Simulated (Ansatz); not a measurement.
**C₆H₁₈ClN₃Sn: how energies converge with the basis set**

The task here is to estimate one member of a computed series from the others.

Method: one geometry, several basis sets; program: Ansatz 0.2.0, Gaussian basis.

Levels to be run: PBE0-D4/def2-SVP; ωB97M-V/def2-SVP; PBE0-D4/def2-QZVPP; ωB97M-V/def2-QZVPP; the functionals' def2-TZVPP values are taken from earlier runs.

## The geometry

The geometry comes from an earlier relaxation with PBE0-D4 in a triple-zeta def2 set; it is a stationary point, not always the lowest conformer. Sn takes the def2 core potential; no spin-orbit term is included.

SMILES `C[N](C)[Sn]([Cl])([N](C)C)[N](C)C`, 29 atoms, charge 0, spin multiplicity 1.

Atoms are counted from 1 here; the program's logs count them from 0.

Bond lengths: C1–N2 1.442 Å, C1–H12 1.093 Å, C1–H13 1.102 Å, C1–H14 1.099 Å, N2–C3 1.442 Å, N2–Sn4 1.997 Å, C3–H15 1.101 Å, C3–H16 1.092 Å, C3–H17 1.098 Å, Sn4–Cl5 2.340 Å, Sn4–N6 2.007 Å, Sn4–N9 2.007 Å, N6–C7 1.444 Å, N6–C8 1.443 Å, C7–H18 1.101 Å, C7–H19 1.093 Å, C7–H20 1.098 Å, C8–H21 1.093 Å and more. Angles: N2–C1–H12 110.7°, N2–C1–H13 113.0°, N2–C1–H14 110.2°, H12–C1–H13 108.0°, H12–C1–H14 107.6°, H13–C1–H14 107.1°, C1–N2–C3 113.8°, C1–N2–Sn4 119.5°, C3–N2–Sn4 120.1°, N2–C3–H15 113.0°, N2–C3–H16 110.8°, N2–C3–H17 110.0°, H15–C3–H16 108.1°, H15–C3–H17 107.4°, H16–C3–H17 107.4°, N2–Sn4–Cl5 106.4°, N2–Sn4–N6 104.9°, N2–Sn4–N9 115.3° and more.

Set-up of the first run:

in.yaml

```yaml
crystal:
  periodic: [false, false, false]
  atoms:
    - {symbol: C, position_ang: [-1.785322, 1.055309, 1.668372]}
    - {symbol: N, position_ang: [-0.420303, 0.630549, 1.860572]}
    - {symbol: C, position_ang: [-0.159303, 0.087077, 3.170236]}
    - {symbol: Sn, position_ang: [0.650277, 0.018705, 0.289212]}
    - {symbol: Cl, position_ang: [2.888941, 0.035695, 0.969673]}
    - {symbol: N, position_ang: [0.243327, 1.345750, -1.160671]}
    - {symbol: C, position_ang: [0.466181, 2.748607, -0.899629]}
    - {symbol: C, position_ang: [0.506277, 0.971940, -2.529510]}
    - {symbol: N, position_ang: [0.315408, -1.872790, -0.292844]}
    - {symbol: C, position_ang: [-1.043823, -2.255618, -0.585302]}
    - {symbol: C, position_ang: [1.300670, -2.612798, -1.039899]}
    - {symbol: H, position_ang: [-1.931615, 1.440249, 0.656366]}
    - {symbol: H, position_ang: [-2.515493, 0.246119, 1.833162]}
    - {symbol: H, position_ang: [-2.034131, 1.862551, 2.370849]}
    - {symbol: H, position_ang: [-0.765312, -0.804744, 3.395039]}
    - {symbol: H, position_ang: [0.893625, -0.183737, 3.274246]}
    - {symbol: H, position_ang: [-0.382151, 0.837836, 3.940131]}
    - {symbol: H, position_ang: [1.495632, 3.069864, -1.121001]}
    - {symbol: H, position_ang: [0.258934, 2.982574, 0.147352]}
    - {symbol: H, position_ang: [-0.208255, 3.357499, -1.516521]}
    - {symbol: H, position_ang: [0.331311, -0.096700, -2.677701]}
    - {symbol: H, position_ang: [-0.171302, 1.512162, -3.204048]}
    - {symbol: H, position_ang: [1.535594, 1.195315, -2.851167]}
    - {symbol: H, position_ang: [-1.192750, -3.320976, -0.363005]}
    - {symbol: H, position_ang: [-1.326666, -2.099526, -1.639276]}
    - {symbol: H, position_ang: [-1.749184, -1.695295, 0.035017]}
    - {symbol: H, position_ang: [2.309153, -2.295435, -0.767407]}
    - {symbol: H, position_ang: [1.219704, -3.683859, -0.810340]}
    - {symbol: H, position_ang: [1.190981, -2.504726, -2.131610]}
basis:
  gaussian: {orbitals: def2-SVP}
hamiltonian: {xc: pbe0, dispersion: d4}
output: {orbitals: {seedname: orbitals}}
```

Command:

```bash
$ ansatz run in.yaml --threads 11 --pin off --events-out ev --progress --plain --max-ram 110592MiB --backend cpu
```

Steps of the session up to this table: PBE0-D4 in def2-SVP; ωB97M-V in def2-SVP; PBE0-D4 in def2-QZVPP; ωB97M-V in def2-QZVPP.

One of the session's tables, all rows but one given; the rest of the session is left out.

It belongs to the step «Functionals by basis». 

```
functional       basis  HOMO (eV)
   PBE0-D4    def2-SVP      -6.10
   PBE0-D4  def2-TZVPP          ?
   PBE0-D4  def2-QZVPP      -6.22
   ωB97M-V    def2-SVP      -8.40
   ωB97M-V  def2-TZVPP      -8.50
   ωB97M-V  def2-QZVPP      -8.52
```

Estimate the missing values for PBE0-D4, def2-TZVPP.

**Answer.** HOMO (eV): -6.20. In the column «HOMO (eV)» it lies between PBE0-D4, def2-QZVPP (-6.22) and PBE0-D4, def2-SVP (-6.10).
